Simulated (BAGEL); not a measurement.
# B2SiH5F (SMILES B[SiH2]BF): HF/STO-3G (density fitting with qzvpp-jkfit)

Aim: the energy change on altering one bond length of B2SiH5F at HF/STO-3G (density fitting with qzvpp-jkfit), from 2 runs. 

The calculation is run with BAGEL 1.2.2.

2 further runs of the same task are left out: 2 set aside as unsound or not needed.

### 1 The molecule

B2SiH5F: 9 atoms, total charge 0, spin state singlet. SMILES: `B[SiH2]BF`. The shape is that of a GFN2-xTB optimisation. This is one conformer, not always the lowest.

Bond lengths: B1–Si2 1.953 Å, Si2–B3 1.984 Å, B3–F4 1.318 Å, B1–H5 1.171 Å, B1–H6 1.170 Å, Si2–H7 1.478 Å, Si2–H8 1.478 Å, B3–H9 1.179 Å. Some angles: B1–Si2–B3 105.2°, Si2–B3–F4 119.4°, B1–Si2–H7 114.5°, B1–Si2–H8 114.8°, B3–Si2–H7 110.1°, B3–Si2–H8 109.9°, Si2–B1–H5 121.4°, Si2–B1–H6 121.6°, Si2–B3–H9 126.6°, F4–B3–H9 113.9°.

### 2 The energy at HF/STO-3G (density fitting with qzvpp-jkfit)

Contents of input.json:

```json
{ "bagel": [

{
  "title": "molecule",
  "basis": "sto-3g",
  "df_basis": "qzvpp-jkfit",
  "angstrom": "true",
  "geometry": [
    { "atom": "B", "xyz": [      -0.964080,       1.319810,       0.009850 ] },
    { "atom": "Si", "xyz": [       0.695180,       0.310200,      -0.193090 ] },
    { "atom": "B", "xyz": [       0.220770,      -1.565380,       0.246580 ] },
    { "atom": "F", "xyz": [      -0.490240,      -2.270120,      -0.610130 ] },
    { "atom": "H", "xyz": [      -1.332200,       1.683980,       1.060410 ] },
    { "atom": "H", "xyz": [      -1.680900,       1.508430,      -0.894960 ] },
    { "atom": "H", "xyz": [       1.294080,       0.379250,      -1.542630 ] },
    { "atom": "H", "xyz": [       1.807010,       0.763830,       0.667760 ] },
    { "atom": "H", "xyz": [       0.450370,      -2.130000,       1.256210 ] }
  ]
},

{ "title": "hf" },

{ "title": "print", "file": "orbitals.molden", "orbitals": "true" }

]}
```

Started as:

```
$ BAGEL_NUM_THREADS=1 BAGEL input.json > input.out
```

What it wrote:

```text
* using 1 threads per process

  ===============================================================
  ===============================================================

  *** Geometry ***

  { "atom" : "B", "xyz" : [     -1.821847,      2.494079,      0.018614 ] },
  { "atom" : "Si", "xyz" : [      1.313700,      0.586193,     -0.364887 ] },
  { "atom" : "B", "xyz" : [      0.417195,     -2.958139,      0.465969 ] },
  { "atom" : "F", "xyz" : [     -0.926419,     -4.289905,     -1.152979 ] },
  { "atom" : "H", "xyz" : [     -2.517493,      3.182261,      2.003884 ] },
  { "atom" : "H", "xyz" : [     -3.176441,      2.850520,     -1.691229 ] },
  { "atom" : "H", "xyz" : [      2.445457,      0.716679,     -2.915148 ] },
  { "atom" : "H", "xyz" : [      3.414754,      1.443430,      1.261884 ] },
  { "atom" : "H", "xyz" : [      0.851076,     -4.025117,      2.373893 ] },

  Number of auxiliary basis functions:      445

  Since a DF basis is specified, we compute 2- and 3-index integrals:
    o Being stored without compression. Storage requirement is 0.003 GB

  Number of basis functions:       29
  Number of electrons      :       38

    * METHOD: MOLECULE                             0.33

  *** RHF ***

  === Nuclear Repulsion ===
   129.0067475145

      * DIIS with orbital gradients will be used.

  === RHF iteration (sto-3g) ===
      0       -435.22995854          0.01592573           0.03
      1       -435.30711882          0.00462445           0.03
      2       -435.31299624          0.00114783           0.03
      3       -435.31355569          0.00011854           0.03
      4       -435.31356240          0.00004243           0.03
      5       -435.31356331          0.00001253           0.03
      6       -435.31356339          0.00000465           0.03
      7       -435.31356340          0.00000070           0.03
      8       -435.31356340          0.00000021           0.03
      9       -435.31356340          0.00000008           0.03
     10       -435.31356340          0.00000003           0.03
     11       -435.31356340          0.00000001           0.03
    * SCF iteration converged.

    * Permanent dipole moment:
           (    0.004104,    -0.084514,    -0.043327) a.u.

    * METHOD: HF                                   0.54

    * METHOD: PRINT                                0.00

  ===============================================================
```

Wall time 1.3 s (1 thread of Intel Xeon at 2.50GHz (Skylake/Cascade Lake), shared host).

### 3 The distorted shape

Contents of input.json:

```json
{ "bagel" : [

{
  "title" : "molecule",
  "basis" : "sto-3g",
  "df_basis" : "qzvpp-jkfit",
  "angstrom" : "true",
  "geometry" : [
    { "atom" : "B", "xyz" : [      -1.520032,       1.092980,      -0.420603 ] },
    { "atom" : "Si", "xyz" : [       0.139228,       0.083370,      -0.623543 ] },
    { "atom" : "B", "xyz" : [      -0.335182,      -1.792210,      -0.183873 ] },
    { "atom" : "F", "xyz" : [      -1.046192,      -2.496950,      -1.040583 ] },
    { "atom" : "H", "xyz" : [      -1.888152,       1.457150,       0.629957 ] },
    { "atom" : "H", "xyz" : [      -2.236852,       1.281600,      -1.325413 ] },
    { "atom" : "H", "xyz" : [       0.738128,       0.152420,      -1.973083 ] },
    { "atom" : "H", "xyz" : [       1.807010,       0.763830,       0.667760 ] },
    { "atom" : "H", "xyz" : [      -0.105582,      -2.356830,       0.825757 ] }
  ]
},

{ "title" : "hf" },

{ "title" : "print", "file" : "orbitals.molden", "orbitals" : "true" }

]}
```

Started as:

```
$ BAGEL_NUM_THREADS=1 BAGEL input.json > input.out
```

What it wrote:

```text
* using 1 threads per process

  ===============================================================
  ===============================================================

  *** Geometry ***

  { "atom" : "B", "xyz" : [     -2.872444,      2.065433,     -0.794824 ] },
  { "atom" : "Si", "xyz" : [      0.263103,      0.157546,     -1.178325 ] },
  { "atom" : "B", "xyz" : [     -0.633402,     -3.386786,     -0.347470 ] },
  { "atom" : "F", "xyz" : [     -1.977016,     -4.718552,     -1.966417 ] },
  { "atom" : "H", "xyz" : [     -3.568090,      2.753614,      1.190446 ] },
  { "atom" : "H", "xyz" : [     -4.227038,      2.421873,     -2.504668 ] },
  { "atom" : "H", "xyz" : [      1.394860,      0.288032,     -3.728586 ] },
  { "atom" : "H", "xyz" : [      3.414754,      1.443430,      1.261884 ] },
  { "atom" : "H", "xyz" : [     -0.199521,     -4.453763,      1.560455 ] },

  Number of auxiliary basis functions:      445

  Since a DF basis is specified, we compute 2- and 3-index integrals:
    o Being stored without compression. Storage requirement is 0.003 GB

  Number of basis functions:       29
  Number of electrons      :       38

    * METHOD: MOLECULE                             0.33

  *** RHF ***

  === Nuclear Repulsion ===
   126.7464486295

      * DIIS with orbital gradients will be used.

  === RHF iteration (sto-3g) ===
      0       -435.05047547          0.01838844           0.03
      1       -435.15658565          0.00572570           0.02
      2       -435.16592412          0.00129902           0.03
      3       -435.16666593          0.00015873           0.02
      4       -435.16667771          0.00005936           0.03
      5       -435.16667944          0.00002042           0.03
      6       -435.16667965          0.00000719           0.03
      7       -435.16667967          0.00000221           0.03
      8       -435.16667967          0.00000056           0.02
      9       -435.16667967          0.00000019           0.03
     10       -435.16667967          0.00000008           0.03
     11       -435.16667967          0.00000003           0.02
     12       -435.16667967          0.00000001           0.03
    * SCF iteration converged.

    * Permanent dipole moment:
           (    0.266916,     0.032072,     0.169837) a.u.

    * METHOD: HF                                   0.51

    * METHOD: PRINT                                0.00

  ===============================================================
```

Wall time 1.2 s (1 thread of Intel Xeon at 2.50GHz (Skylake/Cascade Lake), shared host).

### 4 What came out

Level: HF/STO-3G (density fitting with qzvpp-jkfit).

| quantity | value |
| --- | --- |
| first shape: total energy | -435.31356 Eh |
| first shape: dipole moment | 0.24 D |
| first shape: HOMO energy | -8.64 eV |
| first shape: LUMO energy | 5.89 eV |
| first shape: HOMO–LUMO gap | 14.52 eV |
| distorted shape: total energy | -435.16668 Eh |
| distorted shape: dipole moment | 0.81 D |
| distorted shape: HOMO energy | -7.15 eV |
| distorted shape: LUMO energy | 5.22 eV |
| distorted shape: HOMO–LUMO gap | 12.37 eV |
| energy change with the Si2–H8 bond stretched from 1.478 to 2.216 Å | 3.997 eV |

**Reading.** With the Si2–H8 bond stretched from 1.478 to 2.216 Å the energy rises by 4.00 eV (386 kJ/mol). The first shape isn't relaxed at this level, so the change isn't measured from a minimum. The minimal basis adds a large error of its own.
